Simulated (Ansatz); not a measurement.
**Fe3I: a trial structure relaxed**

Where does Fe3I go from the start given, Cu3Au (L1_2) type (Pm-3m, No. 221)?

Program: Ansatz 0.2.0. Level of theory: DFT PBE, scalar-relativistic, plane waves, PAW. These are calculated values, not measurements.

## (1) The starting structure

Symmetry: Pm-3m, No. 221, cubic system. The conventional cell has a = 4.188 Å, b = 4.188 Å, c = 4.188 Å, α = 90.00°, β = 90.00°, γ = 90.00°. Around Fe (site symmetry 4/mmm) lie 8 Fe at 2.96 Å and 4 I at 2.96 Å. I (site symmetry m-3m) has 12 Fe at 2.96 Å as nearest neighbours.

Structure file:

```xyz
4
Lattice="4.1880 0.0000 0.0000 0.0000 4.1880 0.0000 0.0000 0.0000 4.1880" Properties=species:S:1:pos:R:3 pbc="T T T"
Fe    0.0000    2.0940    2.0940
Fe    2.0940    0.0000    2.0940
Fe    2.0940    2.0940    0.0000
I     0.0000    0.0000    0.0000
```

(A quick probe on a coarse mesh, which set the mesh and smearing, is not shown.)

## (3) Rough relaxation on the coarse mesh

input.yaml reads:

```yaml
crystal:
  lattice:
    - [4.1880152707, 0.0, 0.0]
    - [0.0, 4.1880152707, 0.0]
    - [0.0, 0.0, 4.1880152707]
  atoms:
    - { symbol: Fe, position: [0.0, 0.5, 0.5], spin: 3.21 }
    - { symbol: Fe, position: [0.5, 0.0, 0.5], spin: 3.21 }
    - { symbol: Fe, position: [0.5, 0.5, 0.0], spin: 3.21 }
    - { symbol: I, position: [0.0, 0.0, 0.0], spin: 0.13 }
basis:
  ecutwfc: 420
kpoints:
  mp_grid: { grid: [4, 4, 4] }
hamiltonian:
  xc: pbe
scf:
  occupations: { method: gaussian, width: 0.1 }
  lower_state_search: "off"
output:
  forces: true
  stress: true
  eigenvalues: true
  populations: true
magnetization:
  spin_polarized: true
relax:
  adjacent_minimum: "off"
  f_tol: 0.04
  max_steps: 70
  cell: { stress_tol: 0.4 }
```

Launch:

```bash
$ ansatz run input.yaml --threads 1 --pin off --max-ram 2560MiB --backend cpu --events-out ev --progress --plain --runs-dir out
```

Further runs follow: relaxing cell and atoms.

Before running it: what results should come out?

**Answer**, as computed:

Formation energies count from the elements, computed with the same settings in runs not shown here.

```
                          quantity                                                                      value
                              cell  a = 3.922 Å, b = 3.922 Å, c = 3.922 Å, α = 90.00°, β = 90.00°, γ = 90.00°
                       space group                                                            Pm-3m (No. 221)
                            volume                                                              15.08 Å³/atom
                   gap on the mesh                                                               none (metal)
formation energy from the elements                                                             +0.768 eV/atom
                    largest moment                                                                    2.72 μB
```

What this shows: The space group stayed Pm-3m, and from the first guess the volume went from 18.36 to 15.08 Å³/atom. The formation energy of +0.77 eV/atom is positive, so the elements lie lower than this structure; another structure of the compound can lie lower. The runs treat I without spin-orbit coupling.
